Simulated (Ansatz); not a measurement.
# MoH (sextet): wave-function methods side by side, def2-QZVPP

An exercise on one series of results from a longer session: the logs are not shown, and one member is left open.

The runs use Ansatz 0.2.0, Gaussian basis; def2-QZVPP, core rule «outside noble gas», up to 4 orbitals frozen.

The runs, in order: UHF; ROHF; CCSD(T) on UHF.

3 further runs of the same task are left out: 1 for a known fault of the program, 2 set aside as unsound or not needed. Runs told in other sessions of the task aren't counted.

### The system

The geometry is a PBE0/def2-TZVP stationary point (not a proven minimum) of the parent state, kept for this charge and spin. No spin-orbit coupling is included. Elements past krypton take def2 core potentials.

2 atoms, charge 0, spin multiplicity 6.

Atoms are counted from 1 here; the program's logs count them from 0.

Bond lengths: Mo1–H2 1.699 Å.

The first run:

Input file in.yaml:

```yaml
crystal:
  periodic: [false, false, false]
  atoms:
    - {symbol: Mo, position_ang: [0.000000, 0.000000, 0.000000]}
    - {symbol: H, position_ang: [0.000000, 0.000000, 1.699200]}
basis:
  gaussian: {orbitals: "def2-QZVPP.json"}
magnetization: {spin_polarized: true, initial_magnetization: 5}
hamiltonian: {xc: hf}
output: {orbitals: {seedname: orbitals}}
```

Run with:

```console
> ansatz run in.yaml --threads 1 --pin off --events-out ev --progress --plain --max-ram 2816MiB --backend cpu
```

Steps of the session up to this table: UHF; ROHF; CCSD(T) on UHF.

One of the session's tables, all rows but one given; the rest of the session is left out.

```
  method  from UCCSD(T) (kJ/mol)
    ROHF                       ?
     UHF                  +357.0
    UMP2                   +50.9
   UCCSD                   +12.8
UCCSD(T)                       0
```

Estimate the missing values for ROHF.

As computed: from UCCSD(T) (kJ/mol): +379.9. In the column «from UCCSD(T) (kJ/mol)» it is the highest.
